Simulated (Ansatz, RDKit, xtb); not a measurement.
# C6H10P+: which of the isomers drawn lies lowest?

Which of a sample of isomers of C6H10P+ (charge +1) is the most stable in the gas at 298.15 K, and what are its properties? The sample is small against all isomers, and the most stable one of this formula need not be in it.

The funnel: GFN2-xTB relaxations, single points with a density functional, relaxations at r2SCAN-D4/def2-SVP, harmonic vibrations (at GFN2-xTB), and a last energy at a higher level. All values are calculated.

## Step 1: Drawing up candidates

Isomers were taken from a list of plausible structures; this is a sample, not all of them. That gives 8 candidates.

```csv
label,SMILES,spin
c010,CC#C[P@H2+]C1CC1,singlet
c119,C=C[P@H+](C)C#CC,singlet
c130,CC[PH+]1C=CC=C1,singlet
c153,CC1C=C[PH2+]C=C1,singlet
c158,CC1=C(C)[P@H2+]C=C1,singlet
c190,C#C[P@H+](C)CC=C,singlet
c292,CC1=C[P@H2+]C(C)=C1,singlet
c602,C[PH+]1C=CCC=C1,singlet
```

Candidates are built by distance geometry, with a force field where one applies, in up to four conformers (letters a to d).

**Question.** With final energies at CCSD(T)/def2-SVP + MP2/def2-TZVPP - MP2/def2-SVP, which structure will this search put lowest in free energy, and by what margin?

| quantity | value |
| --- | --- |
| lowest structure found | C[PH+]1C=CCC=C1, singlet |
| next finalist | CC[PH+]1C=CC=C1, singlet, 8.4 kcal/mol higher in G |
| share at equilibrium, among the finalists | 100.0 % |

`C[PH+]1C=CCC=C1` comes out lowest. Among the finalists first place is clear (8.4 kcal/mol); structures outside the list aren't covered. GFN2-xTB, HF/STO-3G, r2SCAN-D4/def2-SVP, r2SCAN-D4/def2-SVP, relaxed, HF/def2-SVP and MP2/def2-SVP already put its bonding pattern lowest among the structures in one piece. The search is not exhaustive (a finite list of starts, one conformer a finalist), so a lower isomer can't be ruled out. Only 8 drawn patterns were tried, so whole families of isomers are missing, and the result ranks this sample alone.
